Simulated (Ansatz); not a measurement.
# TiAl: energy and stress against strain

Aim: for TiAl, strain the cell along the Voigt pattern (0, 0, 1, 0, 0, 0).

Program: Ansatz 0.2.0. Level of theory: DFT r2SCAN, scalar-relativistic, plane waves, PAW. These are calculated values, not measurements.

2 further runs of the same task are left out: 1 that didn't finish, 1 set aside as unsound or not needed. Runs told in other sessions of the task aren't counted.

### 1 Starting point

The structure is tetragonal, space group P4/mmm (No. 123). Conventional cell: a = 2.811 Å, b = 2.811 Å, c = 4.065 Å, α = 90.00°, β = 90.00°, γ = 90.00°. Around Ti (site symmetry 4/mmm) lie 4 Ti at 2.81 Å and 8 Al at 2.84 Å. Al (site symmetry 4/mmm) has 4 Al at 2.81 Å and 8 Ti at 2.84 Å in its first shell of neighbours.

Coordinates:

```
Ti Al
1.0
     2.81056    0.00000    0.00000
     0.00000    2.81056    0.00000
     0.00000    0.00000    4.06500
Ti Al
1 1
Direct
  0.00000 0.00000 0.00000
  0.50000 0.50000 0.50000
```

It is the result of an earlier relaxation at this level (volume 16.06 Å³/atom; gap on the mesh: none (metal)).

### 2 The reference: the undisturbed cell on the scan's mesh

File input.yaml:

```yaml
crystal:
  lattice:
    - [2.810562101, 0.0, 0.0]
    - [0.0, 2.810562101, 0.0]
    - [0.0, 0.0, 4.0650007537]
  atoms:
    - { symbol: Ti, position: [0.0, 0.0, 0.0] }
    - { symbol: Al, position: [0.5, 0.5, 0.5] }
basis:
  ecutwfc: 500
kpoints:
  mp_grid: { grid: [22, 22, 16] }
hamiltonian:
  xc: r2scan
scf:
  occupations: { method: gaussian, width: 0.15 }
output:
  forces: true
  stress: true
  eigenvalues: true
  write_density: true
  write_potential: true
  elf: true
  volumetric_format: npy
```

Run with:

```console
$ ansatz run input.yaml --threads 1 --pin off --max-ram 2560MiB --backend cpu --events-out ev --progress --plain --runs-dir out
```

The log of the run, cut to the lines that bear on the results:

```text
Warning: RAYON_NUM_THREADS=1 ignored (pool sized by the plan → 1); use --threads N
[...]
Pseudopotentials: kind: paw
Pseudopotential: Ti, paw, valence charge 12, recommended cutoff 500 eV (meta_gga), Ti.paw.azcp
Pseudopotential: Al, paw, valence charge 3, recommended cutoff 500 eV (meta_gga), Al.paw.azcp
Functional definition: r2SCAN
[...]
Crystal: 2 atoms, lattice volume = 32.110 Å³
Basis set: ecut = 500 eV, 815 PW (Γ), exchange–correlation on 96×96×120 points (64 copies of the dense FFT grid, shifted against one another)
Bands: 12, of which v1, the nominal top of the filled ones, is band 8 counted from 1 (7 counted from 0)
Symmetry: 16 space group operations
Space group: P4/mmm (ITA 123), of the structure as read, at distance tolerance 3.2e-5 Å
k-points: 702 of 7744
[...]
SCF iter   1: F=—  HF=-3045.662554 eV  |F-HF|=—  |Δ(HF+E_count)|=         —  Δρ=1.17e-2  dr2=3.77e-2  dr2_τ=1.89e-2  ethr=1.77e-3  ⟨swp⟩=4.9  Hψ=42225  notcnv=0
[...]
SCF iter   7: F=-3045.693907 eV  HF=-3045.693907 eV  |F-HF|=1.04e-10  |Δ(HF+E_count)|=   3.25e-8  Δρ=2.77e-6  dr2=2.06e-9  dr2_τ=5.00e-11  ethr=3.17e-10  ⟨swp⟩=4.8  Hψ=41015  notcnv=0
[...]
SCF converged after 7 iterations
Free energy (F): -3045.693907 eV
[...]
E sigma→0 (E₀):  -3045.684838 eV
Entropy (-TS):   -0.018140 eV (-9.070 meV/atom)
Fermi energy:    11.118875 eV
[...]
--- Forces (eV/Å), atoms counted from 1 ---
  atom   1  Ti    -0.00000000     0.00000000     0.00000000
  atom   2  Al     0.00000000    -0.00000000     0.00000000
[...]
--- Stress (GPa, compression-positive) ---
        0.071493       0.000000       0.000000
        0.000000       0.071493       0.000000
        0.000000       0.000000      -0.030904
  P = ⅓ Tr σ = 0.0374 GPa (0.374 kbar)
--- Band table (eV; the first three rows and the last of 702) ---
  k-point 0: bands = ["-47.8500", "-23.2068", "-22.7212", "-22.7212", "1.4672", "9.1213", "10.1439", "10.5900", "13.5067", "13.5067", "14.8469", "17.7111"]
[...]
```

Run time: 78 s. Hardware: 1 thread of Intel Xeon at 2.50GHz (Skylake/Cascade Lake), shared host; peak memory 0.67 GiB.

Density in a lattice plane of the grid's cell (edges 2.81 and 4.07 Å, at 0.000 of the third edge), which holds Ti.

Ten even steps from ' ' (0.14 e/Å³) to '@' (10.18 e/Å³):
```
@@%%**==..              ..==**%%
****==::..              ..::==**
--::..                      ..::
                                
                                
                                
                                
                                
                                
                                
                                
                                
                                
                                
                                
                                
--::..                      ..::
****==::..              ..::==**
@@%%**==..              ..==**%%
@@@@##==::              ::==##@@
```
Columns run along the first of these edges and rows up along the second, over one cell in 16 and 20 even steps from the bottom left corner. Atoms in the plane (fractional): Ti at (0.00, 0.00).

ELF in the same plane.

Ten even steps from '0' (0.00) to '9' (0.70):
```
1379853343358973
7898633454336898
9885323565323588
5532124676421235
1111246888642111
1112468999864211
2234678999876432
4456789999987654
5556789999987655
5566789999987665
5556789999987655
4456789999987654
2234678999876432
1112468999864211
1111246888642111
5532124676421235
9885323565323588
7898633454336898
1379853343358973
0059853343358950
```
Columns run along the first of these edges and rows up along the second, over one cell in 16 and 20 even steps from the bottom left corner. Atoms in the plane (fractional): Ti at (0.00, 0.00).

Both are smooth fields of the valence electrons: close to the nuclei they are not physical.

The highest ELF values outside the cores: 0.77 beside Al, off the lines to its neighbours, 1.1 Å from Al; 0.70 on the Al–Al line, 1.4 Å from Al.

Reference values: F = -3045.6939 eV; pressure 0.04 GPa; largest force 0.000 eV/Å; gap on the mesh none (metal).

### 3 Setting up energy and stress against strain

The cell is strained by ε times the Voigt pattern (0, 0, 1, 0, 0, 0) (xx, yy, zz, yz, xz, xy; engineering shear), with fractional coordinates fixed (clamped ions). The stress on the pattern is the sum of the stress components weighted by it, tension positive.

### 4 Point ε = -0.0600

input.yaml: that of step 2 with these lines changed.

```diff
@@ -4,3 +4,3 @@
     - [0.0, 2.810562101, 0.0]
-    - [0.0, 0.0, 4.0650007537]
+    - [0.0, 0.0, 3.8211007085]
   atoms:
```

Run with:

```console
$ ansatz run input.yaml --threads 1 --pin off --max-ram 2560MiB --backend cpu --events-out ev --progress --plain --runs-dir out
```

The log of the run, cut to the lines that bear on the results:

```text
Warning: RAYON_NUM_THREADS=1 ignored (pool sized by the plan → 1); use --threads N
[...]
[... 4 set-up lines as earlier in the session ...]
[...]
Crystal: 2 atoms, lattice volume = 30.184 Å³
Basis set: ecut = 500 eV, 757 PW (Γ), exchange–correlation on 96×96×120 points (64 copies of the dense FFT grid, shifted against one another)
Bands: 12, of which v1, the nominal top of the filled ones, is band 8 counted from 1 (7 counted from 0)
[... 1 set-up line as earlier in the session ...]
Space group: P4/mmm (ITA 123), of the structure as read, at distance tolerance 3.1e-5 Å
k-points: 702 of 7744
[...]
SCF iter   1: F=—  HF=-3045.589894 eV  |F-HF|=—  |Δ(HF+E_count)|=         —  Δρ=9.95e-3  dr2=2.39e-2  dr2_τ=2.19e-2  ethr=1.77e-3  ⟨swp⟩=4.9  Hψ=42375  notcnv=0
[...]
SCF iter   7: F=-3045.626244 eV  HF=-3045.626244 eV  |F-HF|=1.54e-10  |Δ(HF+E_count)|=   5.62e-8  Δρ=1.61e-6  dr2=3.31e-10  dr2_τ=6.74e-11  ethr=3.23e-10  ⟨swp⟩=4.8  Hψ=42557  notcnv=0
[...]
SCF converged after 7 iterations
Free energy (F): -3045.626244 eV
[...]
E sigma→0 (E₀):  -3045.617253 eV
Entropy (-TS):   -0.017982 eV (-8.991 meV/atom)
Fermi energy:    11.982840 eV
[...]
--- Forces (eV/Å), atoms counted from 1 ---
  atom   1  Ti    -0.00000000    -0.00000000     0.00000000
  atom   2  Al     0.00000000     0.00000000     0.00000000
[...]
--- Stress (GPa, compression-positive) ---
        6.775816       0.000000       0.000000
        0.000000       6.775816       0.000000
        0.000000       0.000000      11.286874
  P = ⅓ Tr σ = 8.2795 GPa (82.795 kbar)
--- Band table (eV; the first three rows and the last of 702) ---
  k-point 0: bands = ["-46.8606", "-22.2209", "-21.7534", "-21.7534", "2.0670", "9.9864", "10.8846", "12.2695", "14.3900", "14.3900", "15.7307", "19.7556"]
[...]
```

Wall time 73 s (1 thread of Intel Xeon at 2.50GHz (Skylake/Cascade Lake), shared host); peak memory 0.65 GiB.

Density in a lattice plane of the grid's cell (edges 2.81 and 3.82 Å, at 0.000 of the third edge), which holds Ti.

Ten even steps from ' ' (0.15 e/Å³) to '@' (10.20 e/Å³):
```
@@@@##++::..              ..::++##@@
##**++--..                  ..--++**
----::..                      ..::--
..                                  
                                    
                                    
                                    
                                    
                                    
                                    
                                    
                                    
                                    
                                    
                                    
..                                  
----::..                      ..::--
##**++--..                  ..--++**
@@@@##++::..              ..::++##@@
@@@@%%++--..              ..--++%%@@
```
Columns run along the first of these edges and rows up along the second, over one cell in 18 and 20 even steps from the bottom left corner. Atoms in the plane (fractional): Ti at (0.00, 0.00).

ELF in the same plane.

Ten even steps from '0' (0.00) to '9' (0.72):
```
126886333433368862
678975234543257987
998752235653225789
664321256765212346
111112468886421111
011124688988642111
222356789998765322
444567899999876544
555678899999887655
556678899999887665
555678899999887655
444567899999876544
222356789998765322
011124688988642111
111112468886421111
664321256765212346
998752235653225789
678975234543257987
126886333433368862
004897433433479840
```
Columns run along the first of these edges and rows up along the second, over one cell in 18 and 20 even steps from the bottom left corner. Atoms in the plane (fractional): Ti at (0.00, 0.00).

Both are smooth fields of the valence electrons: close to the nuclei they are not physical.

Outside the cores ELF peaks at 0.77 beside Al, off the lines to its neighbours, 1.2 Å from Al; 0.72 on the Al–Al line, 1.4 Å from Al.

### 5 At ε = 0.0450

input.yaml: that of step 4 with these lines changed.

```diff
@@ -4,3 +4,3 @@
     - [0.0, 2.810562101, 0.0]
-    - [0.0, 0.0, 3.8211007085]
+    - [0.0, 0.0, 4.2479257876]
   atoms:
@@ -20,5 +20 @@
   eigenvalues: true
-  write_density: true
-  write_potential: true
-  elf: true
-  volumetric_format: npy
```

Run with:

```console
$ ansatz run input.yaml --threads 1 --pin off --max-ram 2560MiB --backend cpu --events-out ev --progress --plain --runs-dir out
```

The log of the run, cut to the lines that bear on the results:

```text
Warning: RAYON_NUM_THREADS=1 ignored (pool sized by the plan → 1); use --threads N
[...]
[... 4 set-up lines as earlier in the session ...]
[...]
Crystal: 2 atoms, lattice volume = 33.555 Å³
Basis set: ecut = 500 eV, 839 PW (Γ), exchange–correlation on 96×96×128 points (64 copies of the dense FFT grid, shifted against one another)
Bands: 12, of which v1, the nominal top of the filled ones, is band 8 counted from 1 (7 counted from 0)
[... 2 set-up lines as earlier in the session ...]
k-points: 702 of 7744
[...]
the search or the solves at the SCF's close seem to have found levels that the self-consistency loop had missed (the run counts 1). By its estimate they hold under 1e-12 electrons; where the run keeps them, the occupations were computed again with them
[...]
SCF converged after 7 iterations
Free energy (F): -3045.657859 eV
[...]
E sigma→0 (E₀):  -3045.648636 eV
Entropy (-TS):   -0.018447 eV (-9.223 meV/atom)
Fermi energy:    10.556966 eV
[...]
--- Forces (eV/Å), atoms counted from 1 ---
  atom   1  Ti     0.00000000     0.00000000     0.00000000
  atom   2  Al    -0.00000000    -0.00000000     0.00000000
[...]
--- Stress (GPa, compression-positive) ---
       -3.326929       0.000000       0.000000
        0.000000      -3.326929       0.000000
        0.000000       0.000000      -7.758229
  P = ⅓ Tr σ = -4.8040 GPa (-48.040 kbar)
--- Band table (eV; the first three rows and the last of 702) ---
  k-point 0: bands = ["-48.4989", "-23.8517", "-23.3586", "-23.3586", "1.0642", "8.5070", "9.5197", "9.6252", "12.9372", "12.9372", "14.2535", "16.3144"]
[...]
```

Run time: 88 s. Hardware: 1 thread of Intel Xeon at 2.50GHz (Skylake/Cascade Lake), shared host; peak memory 0.69 GiB.

### 6 ε = -0.0300

input.yaml: that of step 5 with these lines changed.

```diff
@@ -4,3 +4,3 @@
     - [0.0, 2.810562101, 0.0]
-    - [0.0, 0.0, 4.2479257876]
+    - [0.0, 0.0, 3.9430507311]
   atoms:
```

Run with:

```console
$ ansatz run input.yaml --threads 1 --pin off --max-ram 2560MiB --backend cpu --events-out ev --progress --plain --runs-dir out
```

The log of the run, cut to the lines that bear on the results:

```text
Warning: RAYON_NUM_THREADS=1 ignored (pool sized by the plan → 1); use --threads N
[...]
[... 4 set-up lines as earlier in the session ...]
[...]
Crystal: 2 atoms, lattice volume = 31.147 Å³
Basis set: ecut = 500 eV, 791 PW (Γ), exchange–correlation on 96×96×120 points (64 copies of the dense FFT grid, shifted against one another)
Bands: 12, of which v1, the nominal top of the filled ones, is band 8 counted from 1 (7 counted from 0)
[... 2 set-up lines as earlier in the session ...]
k-points: 702 of 7744
[...]
SCF iter   1: F=—  HF=-3045.643509 eV  |F-HF|=—  |Δ(HF+E_count)|=         —  Δρ=1.09e-2  dr2=3.12e-2  dr2_τ=2.01e-2  ethr=1.77e-3  ⟨swp⟩=4.9  Hψ=42479  notcnv=0
[...]
SCF iter   7: F=-3045.677083 eV  HF=-3045.677083 eV  |F-HF|=1.14e-10  |Δ(HF+E_count)|=   3.79e-8  Δρ=2.07e-6  dr2=9.11e-10  dr2_τ=6.10e-11  ethr=2.86e-10  ⟨swp⟩=2.0  Hψ=30221  notcnv=0
[...]
SCF converged after 7 iterations
Free energy (F): -3045.677083 eV
[...]
E sigma→0 (E₀):  -3045.667977 eV
Entropy (-TS):   -0.018211 eV (-9.106 meV/atom)
Fermi energy:    11.530258 eV
[...]
--- Forces (eV/Å), atoms counted from 1 ---
  atom   1  Ti    -0.00000000    -0.00000000     0.00000000
  atom   2  Al    -0.00000000    -0.00000000     0.00000000
[...]
--- Stress (GPa, compression-positive) ---
        3.028851       0.000000       0.000000
        0.000000       3.028851       0.000000
        0.000000       0.000000       5.654441
  P = ⅓ Tr σ = 3.9040 GPa (39.040 kbar)
--- Band table (eV; the first three rows and the last of 702) ---
  k-point 0: bands = ["-47.3770", "-22.7352", "-22.2582", "-22.2582", "1.7577", "9.5461", "10.5057", "11.3906", "13.9265", "13.9265", "15.2719", "18.7078"]
[...]
```

It took 71 s on 1 thread of Intel Xeon at 2.50GHz (Skylake/Cascade Lake), shared host; peak memory 0.66 GiB.

### 7 Point ε = 0.0150

input.yaml: that of step 6 with these lines changed.

```diff
@@ -4,3 +4,3 @@
     - [0.0, 2.810562101, 0.0]
-    - [0.0, 0.0, 3.9430507311]
+    - [0.0, 0.0, 4.125975765]
   atoms:
@@ -20 +20,5 @@
   eigenvalues: true
+  write_density: true
+  write_potential: true
+  elf: true
+  volumetric_format: npy
```

Run with:

```console
$ ansatz run input.yaml --threads 1 --pin off --max-ram 2560MiB --backend cpu --events-out ev --progress --plain --runs-dir out
```

The log of the run, cut to the lines that bear on the results:

```text
Warning: RAYON_NUM_THREADS=1 ignored (pool sized by the plan → 1); use --threads N
[...]
[... 4 set-up lines as earlier in the session ...]
[...]
Crystal: 2 atoms, lattice volume = 32.592 Å³
Basis set: ecut = 500 eV, 815 PW (Γ), exchange–correlation on 96×96×128 points (64 copies of the dense FFT grid, shifted against one another)
Bands: 12, of which v1, the nominal top of the filled ones, is band 8 counted from 1 (7 counted from 0)
[... 2 set-up lines as earlier in the session ...]
k-points: 702 of 7744
[...]
the search or the solves at the SCF's close seem to have found levels that the self-consistency loop had missed (the run counts 2). By its estimate they hold under 1e-12 electrons; where the run keeps them, the occupations were computed again with them
[...]
SCF converged after 7 iterations
Free energy (F): -3045.689711 eV
[...]
E sigma→0 (E₀):  -3045.680647 eV
Entropy (-TS):   -0.018129 eV (-9.064 meV/atom)
Fermi energy:    10.924961 eV
[...]
--- Forces (eV/Å), atoms counted from 1 ---
  atom   1  Ti    -0.00000000     0.00000000     0.00000000
  atom   2  Al     0.00000000     0.00000000     0.00000000
[...]
--- Stress (GPa, compression-positive) ---
       -1.180773       0.000000       0.000000
        0.000000      -1.180773       0.000000
        0.000000       0.000000      -2.738835
  P = ⅓ Tr σ = -1.7001 GPa (-17.001 kbar)
--- Band table (eV; the first three rows and the last of 702) ---
  k-point 0: bands = ["-48.0736", "-23.4294", "-22.9404", "-22.9404", "1.3287", "8.9138", "9.9680", "10.2167", "13.3097", "13.3097", "14.6439", "17.2324"]
[...]
```

It took 85 s on 1 thread of Intel Xeon at 2.50GHz (Skylake/Cascade Lake), shared host; peak memory 0.68 GiB.

Density in a lattice plane of the grid's cell (edges 2.81 and 4.13 Å, at 0.000 of the third edge), which holds Ti.

Values in e/Å³, 12 rows by 8 columns:
```
 7.95  5.43  1.41  0.32  0.23  0.32  1.41  5.43
 2.40  1.43  0.44  0.23  0.21  0.23  0.44  1.43
 0.28  0.24  0.20  0.20  0.21  0.20  0.20  0.24
 0.14  0.15  0.17  0.20  0.21  0.20  0.17  0.15
 0.13  0.15  0.17  0.21  0.22  0.21  0.17  0.15
 0.13  0.15  0.18  0.21  0.22  0.21  0.18  0.15
 0.13  0.15  0.17  0.21  0.22  0.21  0.17  0.15
 0.14  0.15  0.17  0.20  0.21  0.20  0.17  0.15
 0.28  0.24  0.20  0.20  0.21  0.20  0.20  0.24
 2.40  1.43  0.44  0.23  0.21  0.23  0.44  1.43
 7.95  5.43  1.41  0.32  0.23  0.32  1.41  5.43
10.18  8.02  2.35  0.40  0.24  0.40  2.35  8.02
```
Columns run along the first of these edges and rows up along the second, over one cell in 8 and 12 even steps from the bottom left corner. Atoms in the plane (fractional): Ti at (0.00, 0.00).

ELF in the same plane.

Ten even steps from ' ' (0.00) to '@' (0.70):
```
..--##@@%%++----==----++%%@@##--
##%%@@%%**----==++==----**%%@@%%
@@%%##++--::--++**++--::--++##%%
++==--::..::==**##**==::..::--==
........::==**%%%%%%**==::......
......::==**%%@@@@@@%%**==::....
::::--==**##%%@@@@@@%%##**==--::
====++**##%%@@@@@@@@@@%%##**++==
++++++**##%%@@@@@@@@@@%%##**++++
++++****##%%@@@@@@@@@@%%##****++
++++++**##%%@@@@@@@@@@%%##**++++
====++**##%%@@@@@@@@@@%%##**++==
::::--==**##%%@@@@@@%%##**==--::
......::==**%%@@@@@@%%**==::....
........::==**%%%%%%**==::......
++==--::..::==**##**==::..::--==
@@%%##++--::--++**++--::--++##%%
##%%@@%%**----==++==----**%%@@%%
..--##@@%%++----==----++%%@@##--
    ++@@@@++----==----++@@@@++  
```
Columns run along the first of these edges and rows up along the second, over one cell in 16 and 20 even steps from the bottom left corner. Atoms in the plane (fractional): Ti at (0.00, 0.00).

Both are smooth fields of the valence electrons: close to the nuclei they are not physical.

The highest ELF values outside the cores: 0.77 beside Al, off the lines to its neighbours, 1.1 Å from Al; 0.70 on the Al–Al line, 1.4 Å from Al.

### 8 All points together

Collected from the runs (energy zero: the undisturbed cell):

| ε | ΔE (meV/atom) | stress on the pattern (GPa) | pressure (GPa) |
| --- | --- | --- | --- |
| -0.0600 | 33.8 | -11.29 | 8.3 |
| -0.0300 | 8.4 | -5.65 | 3.9 |
| 0.0000 | 0.0 | 0.03 | 0.0 |
| 0.0150 | 2.1 | 2.74 | -1.7 |
| 0.0450 | 18.0 | 7.76 | -4.8 |

### 9 Outcome

```
                                                              quantity    value
slope of the stress at ε = 0, from the points at -0.0300, 0 and 0.0150  184 GPa
```

What this shows: The slope of the stress at zero strain, 184 GPa, estimates C33 with clamped ions in this Cartesian frame; letting the atoms relax could not make it stiffer. The step is wide, so higher orders mix in. The undisturbed cell stays the lowest of the sampled points.
